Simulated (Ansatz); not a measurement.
**TiNi: how the settings move a single-point run**

Question: which choices in the input matter for TiNi?

Method: reference: DFT, LDA, PAW with Ansatz's default frozen-core files, scalar-relativistic, in Ansatz 0.2.0.

**1. The system as given**

Symmetry: P4/mmm, No. 123, tetragonal system. Conventional cell: a = 2.736 Å, b = 2.736 Å, c = 3.581 Å, α = 90.00°, β = 90.00°, γ = 90.00°. Ti (site symmetry 4/mmm) is surrounded by 8 Ni at 2.64 Å and 4 Ti at 2.74 Å. Around Ni (site symmetry 4/mmm) lie 8 Ti at 2.64 Å and 4 Ni at 2.74 Å.

Structure file:

```cif
data_structure
_symmetry_space_group_name_H-M 'P 1'
_symmetry_Int_Tables_number 1
_cell_length_a 2.7358
_cell_length_b 2.7358
_cell_length_c 3.5814
_cell_angle_alpha 90.000
_cell_angle_beta 90.000
_cell_angle_gamma 90.000
_cell_volume 26.81
loop_
_atom_site_label
_atom_site_type_symbol
_atom_site_fract_x
_atom_site_fract_y
_atom_site_fract_z
_atom_site_occupancy
Ti1 Ti 0.50000 0.50000 0.50000 1
Ni1 Ni 0.00000 0.00000 0.00000 1
```

**2. The reference run**

Contents of input.yaml:

```yaml
crystal:
  lattice:
    - [2.735803, 0.0, 0.0]
    - [0.0, 2.735803, 0.0]
    - [0.0, 0.0, 3.58141]
  atoms:
    - { symbol: Ti, position: [0.5, 0.5, 0.5] }
    - { symbol: Ni, position: [0.0, 0.0, 0.0] }
magnetization:
  spin_polarized: true
  initial_magnetization: 0.0
  spin_locking: { lock_magnetization: hard }
kpoints:
  mp_grid: { grid: [12, 12, 9] }
scf:
  occupations: { method: fermi_dirac, width: 0.08 }
  lower_state_search: "off"
hamiltonian:
  xc: lda
  pseudopotentials: { kind: paw }
output:
  forces: true
  stress: true
  eigenvalues: true
  write_density: true
  write_potential: true
  elf: true
  volumetric_format: npy
```

The run is started by

```
$ ansatz run input.yaml --threads 1 --pin off --max-ram 3072MiB --backend cpu --events-out ev --progress --plain --runs-dir out
```

**3. Variant: n_extra_bands 2**

Changes to input.yaml since step 2:

```diff
@@ -17,2 +17,3 @@
   lower_state_search: "off"
+  n_extra_bands: 2
 hamiltonian:
@@ -24,5 +25 @@
   eigenvalues: true
-  write_density: true
-  write_potential: true
-  elf: true
-  volumetric_format: npy
```

Before running it: what results should come out? Wanted: for each run, ending; energy change; pressure; gap; force.

The runs gave:

| run | ending | energy change | pressure (GPa) | gap (eV) | force (eV/Å) | cycles | time |
| --- | --- | --- | --- | --- | --- | --- | --- |
| reference | converged | 0 | -11.8 | 0.00 | 0.00 | 9 | 6.8 s |
| 1: n_extra_bands 2 | converged | 0.0 meV/atom | -11.8 | 0.00 | 0.00 | 9 | 6.1 s |

Times don't compare one to one where runs were asked for different outputs or read a saved state (see the inputs); cycles may leave out searches for a lower state.

Residual by cycle in the longest SCF loop of each run; runs are numbered as in the table. The quantity is the density residual dr2, in eV.

```
cycle  reference   run 1
    1       1.84    1.84
    2       2.62    2.63
    3     0.0905  0.0903
    4     0.0666  0.0667
    5     0.0217  0.0217
    6     1.5e-4  2.0e-4
    7     1.7e-5  3.0e-5
    8     4.9e-6  8.5e-6
    9     7.6e-9  1.3e-9
```

**Reading.** Energy and cycle count are those of the reference, so the change (band count) left the result and the number of cycles as they were.
